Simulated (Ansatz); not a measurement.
Write a Python script for the Python package of Ansatz (0.2.0) that makes a formation energy from the elements of YbPd and its elements. Use (first run): r2SCAN, PAW, cutoff 600 eV, 7×7×7 k-points, Fermi-Dirac smearing of 0.05 eV.

`ybpd_ybpd.cif`
```cif
data_YbPd
_cell_length_a 3.447000
_cell_length_b 3.447000
_cell_length_c 3.447000
_cell_angle_alpha 90.00000
_cell_angle_beta 90.00000
_cell_angle_gamma 90.00000
_symmetry_space_group_name_H-M 'P 1'
_symmetry_Int_Tables_number 1
loop_
_symmetry_equiv_pos_as_xyz
'x, y, z'
loop_
_atom_site_label
_atom_site_type_symbol
_atom_site_fract_x
_atom_site_fract_y
_atom_site_fract_z
Yb1 Yb    0.500000    0.500000    0.500000
Pd2 Pd    0.000000    0.000000    0.000000
```

The script reads `ybpd_yb.vasp`:
```text
Yb
1.0
   0.00000000    2.74310000    2.74310000
   2.74310000    0.00000000    2.74310000
   2.74310000    2.74310000    0.00000000
Yb
1
Direct
   0.00000000    0.00000000    0.00000000
```

Input file `ybpd_pd.extxyz`:
```text
1
Lattice="0.0 1.9465 1.9465 1.9465 0.0 1.9465 1.9465 1.9465 0.0" Properties=species:S:1:pos:R:3 pbc="T T T"
Pd    0.00000000    0.00000000    0.00000000
```

Script `formation_ybpd.py`:
```python
"""Is YbPd bound against its elements, after relaxing cells and atoms."""

from collections import Counter
import warnings

import ansatz as az
from ase.io import read
import numpy as np


def run_phase(name, crystal):
    calc = (
        crystal.calculation()
        .functional("r2SCAN")
        .basis(600)
        .kpoints(spacing=0.27)  # sampling of the Brillouin zone
        .occupations("fermi_dirac", width=0.05)
        .stress()  # GPa
    )
    calc = calc.relax(force_tolerance=0.02, cell=True)
    return calc.run(threads=1, pin="off")


def counts(outcome):
    return Counter(site.symbol for site in outcome.lattice.sites)

def formation_energy(outcome, mu):
    n = counts(outcome)
    return (outcome.report["energy_sigma0_ev"] - sum(k * mu[element] for element, k in n.items())) / sum(n.values())


def volume_per_atom(outcome):
    return abs(np.linalg.det(outcome.lattice.cell_ang)) / len(outcome.lattice.sites)

warnings.simplefilter("ignore")

phases = {}
atoms = read("ybpd_ybpd.cif")
ybpd = az.Crystal.from_ase(atoms)
phases["YbPd"] = ybpd
atoms = read("ybpd_yb.vasp", format="vasp")
yb = az.Crystal.from_ase(atoms)
phases["Yb"] = yb
pd = az.Crystal.from_extxyz("ybpd_pd.extxyz")
phases["Pd"] = pd

done = {}
for name, crystal in phases.items():
    done[name] = run_phase(name, crystal)
    print(f"{name}: {done[name].report['energy_sigma0_ev']:.4f} eV, {len(done[name].lattice.sites)} atoms")

# energy of one atom in its reference phase
references = {"Yb": "Yb", "Pd": "Pd"}
mu = {element: done[name].report["energy_sigma0_ev"] / len(done[name].lattice.sites) for element, name in references.items()}

target = done["YbPd"]
heat = formation_energy(target, mu)
n = counts(target)
print("cell content:", dict(n), " volume", round(volume_per_atom(target), 3), "A^3/atom")
print("formation energy", round(heat, 4), "eV/atom,", round(heat * sum(n.values()), 4), "eV per cell")
print("bound against the elements" if heat < 0 else "unbound against the elements")
```

Output of `python formation_ybpd.py`:
```text
YbPd: -20793.2162 eV, 2 atoms
Yb: -13805.8405 eV, 1 atoms
Pd: -6985.7281 eV, 1 atoms
cell content: {<Element.YB: 'Yb'>: 1, <Element.PD: 'Pd'>: 1}  volume 20.774 A^3/atom
formation energy -0.8238 eV/atom, -1.6476 eV per cell
bound against the elements
```

Caveats:
- Absolute energies stand on the zero of these potentials, so only differences at equal settings mean something.
- Semilocal functionals put the nearly full 4f shell of Yb too close to the Fermi level.
- For the metals among these phases the mesh is modest: differences between phases can be off by up to 40 meV an atom.
- The cells come from databases of deposited and of computed structures, and not all need be stable phases.
- The compound is the structure given, not necessarily its lowest; energies are at zero temperature, with no correction for gases. A semilocal functional's error on such energies is often 0.05 to 0.1 eV an atom, and 0.1 to 0.3 eV against gases such as O2 or F2.
- Timing: 61 s on 1 thread of Arm Neoverse V1, with other jobs on the host, peak memory 0.62 GiB.
